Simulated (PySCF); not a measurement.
# InHCl (SMILES [Cl][InH]): ROCCSD(T)/STO-6G

What is the energy change on altering one bond length of InHCl at ROCCSD(T)/STO-6G? 

The calculation is run with PySCF 2.14.0.

9 further runs of the same task are left out: 9 set aside as unsound or not needed.

## 1. The system as given

InHCl has 3 atoms, charge 0, and is taken as a doublet. As SMILES, `[Cl][InH]`. The coordinates come from a PBE0-D4/def2-TZVP relaxation.

Bond lengths: Cl1–In2 2.365 Å, In2–H3 1.773 Å. Angles: Cl1–In2–H3 115.3°.

## 2. The energy at ROCCSD(T)/STO-6G

The input, run.py:

```python
# [Cl][InH]
from pyscf import gto, scf, cc

system = gto.Mole()
system.atom = 'Cl -1.649800 0.396800 -0.867400; In 0.409500 0.542400 0.286100; H 1.229400 -1.003900 0.568100'
system.spin = 1
system.verbose = 3
system.max_memory = 1860
system.basis = 'sto-6g'
system.charge = 0
system.build()

mf = scf.ROHF(system)
mf.conv_tol = 1e-10
mf.kernel()
if not mf.converged:
    mf = mf.newton().run(mf.mo_coeff, mf.mo_occ)

mycc = cc.CCSD(mf, frozen=23)
mycc.kernel()
e_t = mycc.ccsd_t()
e_tot = mycc.e_tot + e_t
print('E(%s) = %.9f' % ('CCSD(T)', e_tot))
```

Run with:

```bash
OMP_NUM_THREADS=1 python run.py
```

The program printed:

```text
converged SCF energy = -6171.26220540677

WARN: RCCSD method does not support ROHF method. ROHF object is converted to UHF object and UCCSD method is called.

E(UCCSD) = -6171.293817851209  E_corr = -0.03161244443903971
UCCSD(T) correction = -0.000830140962287176
E(CCSD(T)) = -6171.294647992
```

It took 2.7 s on 1 thread of Arm Neoverse V1, shared host; peak memory 0.12 GiB.

## 3. The distorted shape

The input, input.xyz:

```xyz
3

Cl    -2.633657     2.252316    -1.205792
In    -0.574357     2.397916    -0.052292
H      1.229400    -1.003900     0.568100
```

The input, input.py:

```python
from pyscf import gto, scf, cc

mol = gto.M(
    atom='input.xyz',
    verbose=3,
    spin=1,
    max_memory=1860,
    basis='sto-6g',
)

mf = scf.ROHF(mol)
mf.conv_tol = 1e-10
mf.kernel()
if not mf.converged:
    mf = mf.newton().run(mf.mo_coeff, mf.mo_occ)

mycc = cc.CCSD(mf, frozen=23)
mycc.kernel()
e_t = mycc.ccsd_t()
e_final = mycc.e_tot + e_t
print('Final energy', e_final)
```

Run with:

```bash
OMP_NUM_THREADS=1 python input.py
```

The program printed:

```text
converged SCF energy = -6171.1612370552

WARN: RCCSD method does not support ROHF method. ROHF object is converted to UHF object and UCCSD method is called.

E(UCCSD) = -6171.200659232821  E_corr = -0.03942217762105152
UCCSD(T) correction = -0.000858181521142953
Final energy -6171.201517414342
```

It took 2.8 s on 1 thread of Arm Neoverse V1, shared host; peak memory 0.12 GiB.

## 4. What came out

Level: ROCCSD(T)/STO-6G, 23 core orbitals frozen.

| quantity | value |
| --- | --- |
| first shape: total energy | -6171.29465 Eh |
| first shape: dipole moment (Hartree–Fock density) | 4.18 D |
| first shape: correlation energy (23 core orbitals frozen) | -32.4 mEh |
| first shape: (T) correction | -0.83 mEh |
| first shape: ⟨S²⟩ of the reference determinant | 0.750 |
| first shape: T1 diagnostic | 0.011 |
| distorted shape: total energy | -6171.20152 Eh |
| distorted shape: dipole moment (Hartree–Fock density) | 3.29 D |
| distorted shape: correlation energy (23 core orbitals frozen) | -40.3 mEh |
| distorted shape: (T) correction | -0.86 mEh |
| distorted shape: ⟨S²⟩ of the reference determinant | 0.750 |
| distorted shape: T1 diagnostic | 0.008 |
| energy change with the In2–H3 bond stretched from 1.773 to 3.900 Å | 2.534 eV |

In words: With the In2–H3 bond stretched from 1.773 to 3.900 Å the energy rises by 2.53 eV (245 kJ/mol). The first shape isn't relaxed at this level, so the change isn't measured from a minimum. The minimal basis adds a large error of its own. Mulliken charges (first shape) of the mean-field density run from -0.51 on Cl1 to +0.71 on In2; they depend strongly on the basis. The triples (first shape) make up 2.6 % of the correlation energy. Relativity is left out (first shape) although the molecule holds a heavy atom. Mulliken charges (distorted shape) of the mean-field density run from -0.54 on Cl1 to +0.54 on In2; they depend strongly on the basis. The triples (distorted shape) make up 2.1 % of the correlation energy.
